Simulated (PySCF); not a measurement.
# C₂H₆FNSi: NMR shifts at several levels of theory, part 2 of 2

PySCF 2.14.0. Atoms count from 0.

## 9. Shielding tensors: PBE0/IGLO-III

Job settings and geometry (Å):

```
{"job": {"kind": "nmr", "xc": "PBE0", "basis": "IGLO-III", "pop": true}, "charge": 0, "multiplicity": 1}
N     -1.804294     0.144295     1.297264
C     -1.250067     0.515243     0.218689
C     -0.384363    -0.290184    -0.701032
Si     1.436842     0.041269    -0.359489
F      2.323097    -0.716240    -1.494843
H     -1.612501    -0.849964     1.473417
H     -1.383165     1.574075    -0.069253
H     -0.568315    -1.370557    -0.576336
H     -0.578692    -0.026821    -1.754448
H      1.819428    -0.509308     0.969186
H      1.727770     1.499068    -0.440024
```

With the program's defaults for keys left out, this is: GIAO PBE0/IGLO-III NMR shielding, non-relativistic, gas phase.

What it wrote:

```text
coarse grid: 9664 points
cycle   1  E = -523.6004577566  dE =  3.111e-01  |g| = 6.693e-01  |ddm| = 2.224e+00
cycle   2  E = -523.4779970916  dE =  1.225e-01  |g| = 1.094e+00  |ddm| = 9.006e-01
cycle   3  E = -523.6790859216  dE = -2.011e-01  |g| = 1.151e-01  |ddm| = 5.616e-01
cycle   4  E = -523.6813928078  dE = -2.307e-03  |g| = 5.630e-02  |ddm| = 8.150e-02
cycle   5  E = -523.6820632335  dE = -6.704e-04  |g| = 1.879e-02  |ddm| = 3.407e-02
cycle   6  E = -523.6821241089  dE = -6.088e-05  |g| = 3.803e-03  |ddm| = 1.044e-02
cycle   7  E = -523.6821270123  dE = -2.903e-06  |g| = 4.944e-04  |ddm| = 2.714e-03
final grid: 89176 points
cycle   8  E = -523.6859183857  dE = -6.521e-05  |g| = 6.262e-03  |ddm| = 3.510e-02
cycle   9  E = -523.6859153951  dE =  2.991e-06  |g| = 7.073e-03  |ddm| = 8.804e-03
cycle  10  E = -523.6859267100  dE = -1.131e-05  |g| = 9.106e-04  |ddm| = 4.875e-03
cycle  11  E = -523.6859268148  dE = -1.048e-07  |g| = 5.816e-04  |ddm| = 6.480e-04
cycle  12  E = -523.6859268904  dE = -7.558e-08  |g| = 4.004e-05  |ddm| = 2.748e-04
cycle  13  E = -523.6859268906  dE = -2.849e-10  |g| = 1.296e-05  |ddm| = 2.971e-05
converged SCF energy = -523.6859268906

GIAO shielding tensors (ppm)
atom      isotropic    diamagn.    paramagn.     s11        s22        s33       span
  0 N     -101.373     322.723    -424.096   -416.317    -94.810    207.007    623.324
  1 C        9.147     247.269    -238.122   -110.375     12.290    125.527    235.902
  2 C      148.744     253.529    -104.785    119.569    136.479    190.183     70.614
  3 Si     349.130     885.278    -536.149    310.184    328.947    408.258     98.074
  4 F      383.680     470.636     -86.957    364.441    382.945    403.652     39.211
  5 H       21.776      33.093     -11.317     12.185     25.400     27.743     15.558
  6 H       23.519      28.724      -5.204     21.500     22.054     27.004      5.504
  7 H       29.262      30.831      -1.569     26.986     28.353     32.447      5.461
  8 H       28.832      29.399      -0.568     26.605     27.706     32.183      5.577
  9 H       26.274      29.871      -3.597     23.470     25.294     30.057      6.588
 10 H       26.066      29.414      -3.348     23.244     24.958     29.995      6.751
```

Wall time 66 s (1 thread of Intel Xeon at 2.50GHz, shared host); peak memory 1.1 GiB.

This run: δ C1 174.6, C2 35.0, N0 361.9, Si3 -3.8, H5 9.60, H6 7.85 ppm.

## 10. NMR shieldings: PBE0/pcSseg-0

Settings changed since step 9:

```diff
@@ -1,2 +1,2 @@
-{"job": {"kind": "nmr", "xc": "PBE0", "basis": "IGLO-III", "pop": true}, "charge": 0, "multiplicity": 1}
+{"job": {"kind": "nmr", "xc": "PBE0", "basis": "pcSseg-0", "pop": true}, "charge": 0, "multiplicity": 1}
 N     -1.804294     0.144295     1.297264
```

With the program's defaults for keys left out, this is: GIAO PBE0/pcSseg-0 NMR shielding, non-relativistic, gas phase.

What it wrote:

```text
coarse grid: 9664 points
cycle   1  E = -522.5845654844  dE =  3.402e-01  |g| = 6.076e-01  |ddm| = 3.264e+00
cycle   2  E = -522.4835659991  dE =  1.010e-01  |g| = 9.821e-01  |ddm| = 2.088e+00
cycle   3  E = -522.6587652189  dE = -1.752e-01  |g| = 1.028e-01  |ddm| = 1.288e+00
cycle   4  E = -522.6608935021  dE = -2.128e-03  |g| = 4.725e-02  |ddm| = 1.414e-01
cycle   5  E = -522.6613617743  dE = -4.683e-04  |g| = 1.338e-02  |ddm| = 6.463e-02
cycle   6  E = -522.6613983664  dE = -3.659e-05  |g| = 2.255e-03  |ddm| = 1.621e-02
cycle   7  E = -522.6613995611  dE = -1.195e-06  |g| = 5.403e-04  |ddm| = 3.413e-03
final grid: 89176 points
cycle   8  E = -522.6619731712  dE = -1.053e-05  |g| = 4.835e-03  |ddm| = 1.501e-02
cycle   9  E = -522.6619719160  dE =  1.255e-06  |g| = 5.620e-03  |ddm| = 1.066e-02
cycle  10  E = -522.6619776690  dE = -5.753e-06  |g| = 4.580e-04  |ddm| = 5.797e-03
cycle  11  E = -522.6619777077  dE = -3.874e-08  |g| = 7.935e-05  |ddm| = 6.025e-04
cycle  12  E = -522.6619777087  dE = -9.877e-10  |g| = 4.839e-05  |ddm| = 1.330e-04
cycle  13  E = -522.6619777092  dE = -4.890e-10  |g| = 1.536e-05  |ddm| = 5.499e-05
converged SCF energy = -522.6619777092

GIAO shielding tensors (ppm)
atom      isotropic    diamagn.    paramagn.     s11        s22        s33       span
  0 N     -146.397     323.523    -469.920   -544.746   -108.731    214.286    759.032
  1 C       18.251     253.959    -235.708   -108.020     23.889    138.885    246.905
  2 C      161.133     260.282     -99.149    128.898    149.939    204.561     75.663
  3 Si     355.298     875.149    -519.852    303.278    322.905    439.710    136.433
  4 F      441.493     469.061     -27.568    355.400    452.376    516.702    161.302
  5 H       21.852      32.446     -10.593     11.230     26.207     28.120     16.890
  6 H       24.800      28.804      -4.003     22.555     23.254     28.593      6.038
  7 H       31.014      32.919      -1.905     27.723     30.184     35.134      7.411
  8 H       30.440      32.260      -1.820     26.766     29.346     35.207      8.441
  9 H       27.175      28.394      -1.218     23.322     26.053     32.150      8.829
 10 H       27.004      28.267      -1.262     23.287     25.773     31.952      8.666
```

Run time: 15 s. Hardware: 1 thread of Intel Xeon at 2.50GHz, shared host; peak memory 0.51 GiB.

Key values: δ C1 175.3, C2 32.4, N0 412.4, Si3 -6.8, H5 10.98, H6 8.03 ppm.

## 11. Run by run: NMR shifts

Shifts (ppm) of some atoms, chosen among heavy atoms and hydrogens apart, means over like atoms, with basis size and wall time:

| run | C1 | C2 | H5 | H9 | N0 | Si3 | F4 | functions | time |
| --- | --- | --- | --- | --- | --- | --- | --- | --- | --- |
| PBE0/6-31G* | 154.3 | 30.4 | 9.87 | 5.37 | 324.1 | 22.3 | -188.6 | 86 | 24 s |
| PBE0/6-311+G(2d,p) | 168.9 | 33.6 | 9.49 | 5.23 | 351.8 | 0.1 | -213.6 | 179 | 48 s |
| PBE0/def2-SVP | 158.9 | 30.5 | 10.03 | 4.97 | 347.0 | -5.3 | -177.1 | 104 | 26 s |
| PBE0/def2-TZVP | 169.9 | 34.2 | 9.56 | 5.26 | 359.1 | -1.7 | -200.8 | 197 | 61 s |
| PBE0/cc-pVDZ | 160.2 | 32.5 | 9.97 | 4.94 | 344.9 | 2.5 | -197.1 | 104 | 27 s |
| PBE0/cc-pVTZ | 168.4 | 33.6 | 9.76 | 5.05 | 359.7 | 3.5 | -203.5 | 238 | 68 s |
| PBE0/aug-cc-pVDZ | 163.2 | 32.3 | 9.69 | 5.23 | 333.5 | 3.4 | -208.7 | 173 | 43 s |
| PBE0/IGLO-III | 174.6 | 35.0 | 9.60 | 5.20 | 361.9 | -3.8 | -209.0 | 244 | 66 s |
| PBE0/pcSseg-0 | 175.3 | 32.4 | 10.98 | 5.74 | 412.4 | -6.8 | -263.1 | 61 | 15 s |

## 12. Results

This closing draws on all 2 parts.

| quantity | value |
| --- | --- |
| 13C shifts against TMS (PBE0/6-31G*) | 154.3, 30.4 ppm |
| 1H shifts against TMS (PBE0/6-31G*, means over atoms taken as alike) | 9.87, 7.68, 5.37, 1.92 ppm |
| 15N shifts against NH3 (PBE0/6-31G*) | 324.1 ppm |
| 29Si shifts against TMS (PBE0/6-31G*) | 22.3 ppm |
| 19F shifts against CFCl3 (PBE0/6-31G*) | -188.6 ppm |
| range of the shift of N0 | 324.1 to 412.4 ppm |

In words: Single values in the summary come from the first sound run of each kind (PBE0/6-31G*), which need not be the best level. At PBE0/6-31G*: The largest span, 585 ppm, is at N0, where the paramagnetic term is -388 ppm. In ppm, N0 moves most: its shift spreads over 88.4 ppm, from 324.1 (PBE0/6-31G*) to 412.4 (PBE0/pcSseg-0).
